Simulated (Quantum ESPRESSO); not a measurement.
Crystal: NbSi.

```xyz
2
Lattice="0.0000 2.5738 2.5738 2.5738 0.0000 2.5738 2.5738 2.5738 0.0000" Properties=species:S:1:pos:R:3 pbc="T T T"
Nb    0.0000    0.0000    0.0000
Si    2.5738    2.5738    2.5738
```

The cell was built by a generator and needn't be a form met in nature.

Base run:

```yaml
Program: Quantum ESPRESSO 7.5
Functional: PBE
Potentials_or_basis: SSSP 1.3 efficiency PBE
Cutoff: 748 eV
Density_cutoff: 5987 eV
k_mesh: 9 × 9 × 9
Occupations: fermi-dirac, width 0.05 eV
Spin: no spin polarisation
Hubbard_terms: Nb d U = 6 eV
```

Its results: band gap on the k mesh none (metal or under the smearing width); pressure 3.7 GPa.

Q: The run is repeated on the same cell with these changes: hubbard terms from Nb d U = 6 eV to Nb d U = 3 eV. What comes out?

A: Band gap on the k mesh none (metal or under the smearing width); pressure 1.0 GPa.

Caveats: U without spin polarisation on a metal has little footing; the U is typed as a test and isn't derived for this compound.
